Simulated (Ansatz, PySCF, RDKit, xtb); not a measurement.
# C5H6BClO: which of the isomers drawn lies lowest?

A sample of isomers of C5H6BClO is drawn. Aim: find which of them has the lowest free energy at 298.15 K, then its properties. The sample is small against all isomers, and the most stable one of this formula need not be in it.

The funnel: GFN2-xTB relaxations, single points with a density functional, relaxations at PBE-D3(BJ)/def2-SVP, harmonic vibrations (at GFN2-xTB), and a last energy at a higher level. All values are calculated.

## (1) Possible bonding patterns

Isomers were taken from a list of plausible structures; this is a sample, not all of them. That gives 5 candidates.

| label | SMILES | spin |
| --- | --- | --- |
| c015 | ClBC1C=COC=C1 | singlet |
| c323 | B[C@@H]1O[C@]23C[C@]12[C@@H]3Cl | singlet |
| c659 | Bc1occ(C)c1Cl | singlet |
| c912 | C=COBC#CCCl | singlet |
| c978 | BCO/C(C#C)=C\Cl | singlet |

Candidates are built by distance geometry, with a force field where one applies, in up to four conformers (letters a to d).

Q: Predict the outcome of this search (final energies at CCSD(T)/def2-SVP + MP2/def2-TZVPP - MP2/def2-SVP).

| quantity | value |
| --- | --- |
| lowest structure found | ClBC1C=COC=C1, singlet |
| next finalist | Bc1occ(C)c1Cl, singlet, 11.2 kcal/mol higher in G |
| share at equilibrium, among the finalists | 100.0 % |
| dipole moment (PBE0/def2-SVPD) | 1.99 D |
| HOMO energy (PBE0/def2-SVPD) | -6.41 eV |
| LUMO energy (PBE0/def2-SVPD) | -1.56 eV |
| HOMO–LUMO gap (PBE0/def2-SVPD) | 4.85 eV |
| lowest excitation (TD-PBE0/def2-SVPD) | 3.62 eV (f = 0.038) |
| strongest of the states computed, same level | 5.87 eV (f = 0.159) |
| lowest triplet excitation, same level, Tamm-Dancoff | 2.82 eV |
| vertical ionisation energy | 8.26 eV |
| vertical electron affinity | -0.07 eV (unbound: the value depends on the basis) |
| vertical triplet less singlet | +2.91 eV |

The search ends on `ClBC1C=COC=C1`. Among the finalists first place is clear (11.2 kcal/mol); structures outside the list aren't covered. HF/STO-3G, r2SCAN-D4/def2-SVP, PBE-D3(BJ)/def2-SVP, HF/def2-SVP and MP2/def2-SVP already put its bonding pattern lowest among the structures in one piece; GFN2-xTB favours the singlet Bc1occ(C)c1Cl. Lowest found is not proven lowest: the search is finite, and each finalist counts with one conformer. Only 5 drawn patterns were tried, so whole families of isomers are missing, and the result ranks this sample alone.
